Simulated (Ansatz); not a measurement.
# C2H7NSi2: two geometries relaxed

Aim: relax the geometries before and after the shift of H6 from Si3 to C2, and see whether they are two minima and how far apart in energy. SMILES of the start: N#C[SiH2]C[SiH3].

Method: RKS B3LYP-D4/6-31G*, in Ansatz 0.2.0.

## Step 1: The system as given

Bond lengths: N1–C2 1.100 Å, C2–Si3 1.846 Å, Si3–C4 1.899 Å, C4–Si5 1.826 Å, Si3–H6 1.488 Å, Si3–H7 1.527 Å, C4–H8 1.110 Å, C4–H9 1.061 Å, Si5–H10 1.502 Å, Si5–H11 1.449 Å, Si5–H12 1.456 Å. Angles (14 of 19 angles, heavy atoms first): N1–C2–Si3 177.7°, C2–Si3–C4 116.3°, Si3–C4–Si5 106.4°, C2–Si3–H6 110.5°, C2–Si3–H7 113.0°, C4–Si3–H6 106.9°, C4–Si3–H7 106.2°, Si3–C4–H8 106.6°, Si3–C4–H9 109.4°, Si5–C4–H8 109.3°, Si5–C4–H9 116.6°, C4–Si5–H10 107.7°, C4–Si5–H11 108.1°, C4–Si5–H12 113.0°.

Coordinates:

```xyz
12

N    -3.1259    0.9822    0.0451
C    -2.1552    0.7267    0.4949
Si   -0.5272    0.2335    1.2119
C     0.5514   -0.9089    0.1454
Si    0.9908    0.0428   -1.3499
H    -0.7196   -0.4510    2.5190
H     0.3507    1.4278    1.5793
H    -0.0867   -1.7710   -0.1416
H     1.3584   -1.2774    0.7280
H     1.8339    1.2081   -0.9177
H     1.7783   -0.8135   -2.2133
H    -0.1719    0.5456   -2.0672
```

## Step 2: Relaxing end A

The input, input.yaml:

```yaml
crystal:
  periodic: [false, false, false]
  atoms:
    - { symbol: "N", position_ang: [-3.1259, 0.9822, 0.0451] }
    - { symbol: C, position_ang: [-2.1552, 0.7267, 0.4949] }
    - { symbol: Si, position_ang: [-0.5272, 0.2335, 1.2119] }
    - { symbol: C, position_ang: [0.5514, -0.9089, 0.1454] }
    - { symbol: Si, position_ang: [0.9908, 0.0428, -1.3499] }
    - { symbol: H, position_ang: [-0.7196, -0.451, 2.519] }
    - { symbol: H, position_ang: [0.3507, 1.4278, 1.5793] }
    - { symbol: H, position_ang: [-0.0867, -1.771, -0.1416] }
    - { symbol: H, position_ang: [1.3584, -1.2774, 0.728] }
    - { symbol: H, position_ang: [1.8339, 1.2081, -0.9177] }
    - { symbol: H, position_ang: [1.7783, -0.8135, -2.2133] }
    - { symbol: H, position_ang: [-0.1719, 0.5456, -2.0672] }
basis:
  gaussian: { orbitals: "6-31G*" }
hamiltonian:
  xc: b3lyp
  dispersion: d4
relax:
  f_tol: 0.02
  max_steps: 50
```

Command:

```sh
ansatz run input.yaml --threads 2 --pin off --max-ram 3072MiB --backend cpu --events-out ev --progress --plain --runs-dir out
```

Log, shortened:

```text
Warning: RAYON_NUM_THREADS=2 ignored (pool sized by the plan → 2); use --threads N
[...]
Functional definition: B3LYP
[...]
1071 factors; integrals over basis functions are off by at most 5.4e-4 eV
[...]
mean field -19432.67326933 eV, -714.1375707088 hartree, gradient 7.3e-5 eV, S^2 0.000000; 0 other end points of the search recorded, 0 dependent functions left out
[...]
reference -19432.67353228 eV, -714.1375803720 hartree; 27, 27 occupied and 70, 70 virtual orbitals, 1071 factors
relax step   1: F+E_penalty+E_count = -19433.13283917 eV  Δ(F+E_penalty+E_count) = +0.000e0 eV  max|allowed force component| = 8.483e0 eV/Å  Δτ_max = 0.0000 Å  (25 SCF iters, accepted)
[...]
relax step   4: F+E_penalty+E_count = -19433.75006226 eV  Δ(F+E_penalty+E_count) = -9.803e-3 eV  max|allowed force component| = 9.885e-2 eV/Å  Δτ_max = 0.0507 Å  (30 SCF iters, accepted)
[...]
relax step   7: F+E_penalty+E_count = -19433.75248730 eV  Δ(F+E_penalty+E_count) = -3.156e-4 eV  max|allowed force component| = 4.171e-2 eV/Å  Δτ_max = 0.0393 Å  (30 SCF iters, accepted)
[...]
relax step  10: F+E_penalty+E_count = -19433.75313746 eV  Δ(F+E_penalty+E_count) = -2.081e-4 eV  max|allowed force component| = 5.381e-2 eV/Å  Δτ_max = 0.0435 Å  (29 SCF iters, accepted)
[...]
relax step  12: F+E_penalty+E_count = -19433.75344670 eV  Δ(F+E_penalty+E_count) = -1.388e-4 eV  max|allowed force component| = 2.354e-2 eV/Å  Δτ_max = 0.0301 Å  (30 SCF iters, accepted)
[...]
1071 factors; integrals over basis functions are off by at most 6.0e-4 eV
mean field -19433.29917175 eV, -714.1605721986 hartree, gradient 1.8e-5 eV, S^2 0.000000; 1 other end points of the search recorded, 0 dependent functions left out
[...]
reference -19433.29943899 eV, -714.1605820194 hartree; 27, 27 occupied and 70, 70 virtual orbitals, 1071 factors
Total energy: -19433.75378871 eV, -714.1772790637 hartree
Atom 0 at    -2.957297     1.184163    -0.020935 Å, force     0.003630    -0.001992     0.002637 eV/Å
Atom 1 at    -2.010408     0.801520     0.535757 Å, force     0.001509     0.001198    -0.001285 eV/Å
Atom 2 at    -0.481319     0.170622     1.385164 Å, force    -0.005706     0.001985     0.000213 eV/Å
Atom 3 at     0.510386    -0.855751     0.170913 Å, force     0.004023     0.001568    -0.000311 eV/Å
Atom 4 at     0.979089     0.029136    -1.438688 Å, force     0.002198     0.003280    -0.017747 eV/Å
Atom 5 at    -0.945212    -0.607828     2.559085 Å, force    -0.001417    -0.002870     0.000468 eV/Å
Atom 6 at     0.270310     1.363593     1.841919 Å, force     0.001537     0.001524    -0.000919 eV/Å
Atom 7 at    -0.051409    -1.766546    -0.071990 Å, force    -0.002006    -0.000653    -0.001501 eV/Å
Atom 8 at     1.430643    -1.177142     0.677356 Å, force     0.001392     0.001097     0.003073 eV/Å
Atom 9 at     1.647745     1.321284    -1.125558 Å, force    -0.006954    -0.010112     0.000175 eV/Å
Atom 10 at     1.917947    -0.814187    -2.227125 Å, force    -0.005962     0.004900     0.007719 eV/Å
Atom 11 at    -0.233473     0.296037    -2.251998 Å, force     0.007758     0.000076     0.007478 eV/Å
Dipole moment:     0.645710    -0.403011     0.273204 e Å
```

It took 2.6 min on 2 threads of AMD EPYC, shared host; peak memory 0.23 GiB.

Step by step:

```
step  energy from step 1 (eV)  largest force component (eV/Å)
   1                   0.0000                          8.4834
   2                  -0.5540                          1.2960
   3                  -0.6074                          0.4518
   4                  -0.6172                          0.0988
   5                  -0.6189                          0.0345
   6                  -0.6193                          0.0355
   7                  -0.6196                          0.0417
   8                  -0.6199                          0.0559
   9                  -0.6201                          0.0541
  10                  -0.6203                          0.0538
  11                  -0.6205                          0.0317
  12                  -0.6206                          0.0235
  13                  -0.6207                          0.0177
```

Step 1 is the start.

After: Bond lengths: N1–C2 1.163 Å, C2–Si3 1.859 Å, Si3–C4 1.874 Å, C4–Si5 1.896 Å, Si3–H6 1.483 Å, Si3–H7 1.482 Å, C4–H8 1.097 Å, C4–H9 1.098 Å, Si5–H10 1.488 Å, Si5–H11 1.488 Å, Si5–H12 1.484 Å. Angles (14 of 19 angles, heavy atoms first): N1–C2–Si3 178.5°, C2–Si3–C4 109.0°, Si3–C4–Si5 115.2°, C2–Si3–H6 106.4°, C2–Si3–H7 106.5°, C4–Si3–H6 113.0°, C4–Si3–H7 111.8°, Si3–C4–H8 109.1°, Si3–C4–H9 107.8°, Si5–C4–H8 109.0°, Si5–C4–H9 108.7°, C4–Si5–H10 109.7°, C4–Si5–H11 110.0°, C4–Si5–H12 110.3°.

## Step 3: End point B

The second end starts from a geometry with the move made by hand.

Changes to input.yaml since step 2:

```diff
@@ -8,3 +8,3 @@
     - { symbol: Si, position_ang: [0.9908, 0.0428, -1.3499] }
-    - { symbol: H, position_ang: [-0.7196, -0.451, 2.519] }
+    - { symbol: H, position_ang: [-1.88726, 1.3549, 1.34441] }
     - { symbol: H, position_ang: [0.3507, 1.4278, 1.5793] }
```

Command:

```sh
ansatz run input.yaml --threads 2 --pin off --max-ram 3072MiB --backend cpu --events-out ev --progress --plain --runs-dir out
```

Log, shortened:

```text
Warning: RAYON_NUM_THREADS=2 ignored (pool sized by the plan → 2); use --threads N
[...]
[... 1 set-up line as earlier in the session ...]
[...]
1072 factors; integrals over basis functions are off by at most 4.9e-4 eV
[...]
mean field -19427.28583747 eV, -713.9395862396 hartree, gradient 1.2e-5 eV, S^2 0.000000; 1 other end points of the search recorded, 0 dependent functions left out
[...]
reference -19427.28609687 eV, -713.9395957726 hartree; 27, 27 occupied and 70, 70 virtual orbitals, 1072 factors
relax step   1: F+E_penalty+E_count = -19427.74632556 eV  Δ(F+E_penalty+E_count) = +0.000e0 eV  max|allowed force component| = 1.285e1 eV/Å  Δτ_max = 0.0000 Å  (77 SCF iters, accepted)
[...]
relax step   4: F+E_penalty+E_count = -19430.31747122 eV  Δ(F+E_penalty+E_count) = -4.739e-1 eV  max|allowed force component| = 1.758e0 eV/Å  Δτ_max = 0.1950 Å  (31 SCF iters, accepted)
[...]
relax step   7: F+E_penalty+E_count = -19432.50723372 eV  Δ(F+E_penalty+E_count) = -7.004e-1 eV  max|allowed force component| = 1.988e0 eV/Å  Δτ_max = 0.1918 Å  (30 SCF iters, accepted)
[...]
relax step  10: F+E_penalty+E_count = -19433.54472091 eV  Δ(F+E_penalty+E_count) = -2.056e-1 eV  max|allowed force component| = 4.645e-1 eV/Å  Δτ_max = 0.1998 Å  (30 SCF iters, accepted)
[...]
relax step  13: F+E_penalty+E_count = -19433.71539467 eV  Δ(F+E_penalty+E_count) = +2.778e-2 eV  max|allowed force component| = 9.230e-1 eV/Å  Δτ_max = 0.0907 Å  (29 SCF iters, rejected (line search))
[...]
relax step  14: F+E_penalty+E_count = -19433.75097728 eV  Δ(F+E_penalty+E_count) = -7.805e-3 eV  max|allowed force component| = 2.256e-2 eV/Å  Δτ_max = 0.0454 Å  (29 SCF iters, accepted)
[...]
1072 factors; integrals over basis functions are off by at most 5.4e-4 eV
[...]
mean field -19433.30060140 eV, -714.1606247372 hartree, gradient 9.5e-6 eV, S^2 0.000000; 0 other end points of the search recorded, 0 dependent functions left out
[...]
reference -19433.30086911 eV, -714.1606345754 hartree; 27, 27 occupied and 70, 70 virtual orbitals, 1072 factors
```

## Step 4: The log goes on: end point B relaxed

The log, continued, shortened:

```text
relax step  15: F+E_penalty+E_count = -19433.75159942 eV  Δ(F+E_penalty+E_count) = -6.221e-4 eV  max|allowed force component| = 1.150e-2 eV/Å  Δτ_max = 0.0305 Å  (30 SCF iters, accepted)
[...]
relax step  17: F+E_penalty+E_count = -19433.75230687 eV  Δ(F+E_penalty+E_count) = -2.158e-4 eV  max|allowed force component| = 3.093e-2 eV/Å  Δτ_max = 0.0159 Å  (25 SCF iters, accepted)
[...]
relax step  19: F+E_penalty+E_count = -19433.75284013 eV  Δ(F+E_penalty+E_count) = -3.024e-4 eV  max|allowed force component| = 2.778e-2 eV/Å  Δτ_max = 0.0565 Å  (29 SCF iters, accepted)
[...]
relax step  21: F+E_penalty+E_count = -19433.75316540 eV  Δ(F+E_penalty+E_count) = -1.742e-4 eV  max|allowed force component| = 2.650e-2 eV/Å  Δτ_max = 0.0195 Å  (24 SCF iters, accepted)
[...]
Atom 2 at    -0.689853     0.485415     1.211013 Å, force    -0.001492     0.004489     0.002641 eV/Å
Atom 3 at     0.339261    -0.711054     0.200708 Å, force     0.000956    -0.000236     0.000395 eV/Å
Atom 4 at     1.008117    -0.020093    -1.432861 Å, force     0.005297     0.007416    -0.013111 eV/Å
Atom 5 at    -1.311814    -0.146769     2.399848 Å, force    -0.000864     0.000743    -0.001451 eV/Å
Atom 6 at     0.094938     1.671801     1.628207 Å, force    -0.001358    -0.002083    -0.001868 eV/Å
Atom 7 at    -0.256114    -1.608949    -0.007936 Å, force    -0.001575    -0.000369    -0.000913 eV/Å
Atom 8 at     1.186712    -1.030661     0.822331 Å, force     0.001350     0.001582     0.000304 eV/Å
Atom 9 at     1.726520     1.258736    -1.180442 Å, force    -0.007450    -0.011934    -0.000934 eV/Å
Atom 10 at     1.959208    -0.988885    -2.041844 Å, force    -0.005977     0.005813     0.003708 eV/Å
Atom 11 at    -0.105744     0.230159    -2.381507 Å, force     0.008431    -0.002253     0.008692 eV/Å
Dipole moment:     0.589844    -0.409826     0.371078 e Å
```

It took 4.4 min on 2 threads of AMD EPYC, shared host; peak memory 0.25 GiB.

Relaxation path:

```
step  energy from step 1 (eV)  largest force component (eV/Å)
   1                   0.0000                         12.8520
   2                  -1.6090                          1.9610
   3                  -2.0973                          1.6913
   4                  -2.5711                          1.7583
   5                  -3.2452                          1.9844
   6                  -4.0605                          2.1556
   7                  -4.7609                          1.9879
   8                  -5.2822                          0.9242
   9                  -5.5928                          0.5378
  10                  -5.7984                          0.4645
  11                  -5.9432                          0.4241
  12                  -5.9968                          0.2036
 13x                  -5.9691                          0.9230
  14                  -6.0047                          0.0226
  15                  -6.0053                          0.0115
  16                  -6.0058                          0.0677
  17                  -6.0060                          0.0309
  18                  -6.0062                          0.0154
  19                  -6.0065                          0.0278
  20                  -6.0067                          0.0415
  21                  -6.0068                          0.0265
  22                  -6.0071                          0.0204
  23                  -6.0071                          0.0250
  24                  -6.0072                          0.0131
```

Step 1 is the start. 1 step was tried and not accepted (13; marked x where the table lists them).

After: Bond lengths: N1–C2 1.163 Å, C2–Si3 1.859 Å, Si3–C4 1.874 Å, C4–Si5 1.896 Å, Si3–H6 1.483 Å, Si3–H7 1.482 Å, C4–H8 1.097 Å, C4–H9 1.099 Å, Si5–H10 1.488 Å, Si5–H11 1.488 Å, Si5–H12 1.484 Å. Angles (14 of 19 angles, heavy atoms first): N1–C2–Si3 178.5°, C2–Si3–C4 109.0°, Si3–C4–Si5 115.2°, C2–Si3–H6 106.4°, C2–Si3–H7 106.6°, C4–Si3–H6 113.0°, C4–Si3–H7 111.8°, Si3–C4–H8 109.1°, Si3–C4–H9 107.7°, Si5–C4–H8 109.0°, Si5–C4–H9 108.8°, C4–Si5–H10 109.7°, C4–Si5–H11 109.9°, C4–Si5–H12 110.3°.

Pairs that crossed the distance rule for bonds on the way: came closer Si3–H6; moved apart C2–H6.

## Step 5: Outcome

| quantity | value |
| --- | --- |
| end A | 12 moves, 0.621 eV lower |
| end B | 22 moves, 6.007 eV lower |
| largest difference between the ends | 0.00 Å |
| end B relative to end A | -0.000 eV |

The two relaxations end at one structure, within 0.00 Å: no second minimum was found from this start, which doesn't rule one out.
